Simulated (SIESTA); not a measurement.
Crystal: NiMoIrPdW.

```xyz
5
Lattice="4.1170 0.0000 0.0000 -2.0585 3.5655 0.0000 0.0000 0.0000 5.4458" Properties=species:S:1:pos:R:3 pbc="T T T"
Ni    0.0000    0.0000    5.2157
Mo    2.0585    1.1885    5.2367
Pd    2.0585    1.1885    2.5211
Ir    0.0000    2.3770    3.9521
W     0.0000    2.3770    1.2875
```

The cell was built by a generator and needn't be a form met in nature.

Base run:

| Quantity | Value |
| --- | --- |
| Program | SIESTA 5.4.2 |
| Functional | PBE |
| Potentials or basis | PseudoDojo 0.4 standard (PBE files) |
| Basis | TZDP (energy shift 0.003 Ry; two zetas on semicore shells) |
| Grid cutoff | 800 Ry |
| Energy shift | 0.003 Ry |
| k mesh | 8 × 8 × 5 |
| Occupations | fermi-dirac, width 0.05 eV |
| Spin | collinear spin, ferromagnetic start |
| Starting moments | [1.0, 1.0, 0.0, 0.6, 0.0] μB |

Its results: band gap on the k mesh none (metal or under the smearing width); pressure 1.8 GPa; net moment 0.00 μB per cell; largest force 0.206 eV/Å.

Task: The run is repeated on the same cell with these changes: basis from TZDP (energy shift 0.003 Ry; two zetas on semicore shells) to DZ (energy shift 0.003 Ry; two zetas on semicore shells). What comes out?

Result: Band gap on the k mesh none (metal or under the smearing width); pressure -1.5 GPa; net moment 0.00 μB per cell; largest force 0.268 eV/Å.

Caveats: short orbitals over semicore shells can move pressures by several GPa; the valence orbitals were made in a potential fitted to the semicore shell under them, which widens gaps by tenths of an eV or more; spin-orbit coupling is left out, which moves the levels of the heavy elements; the basis of atomic orbitals isn't converged, which shifts pressures, moduli and gaps; the basis has no polarisation orbitals (some runs).
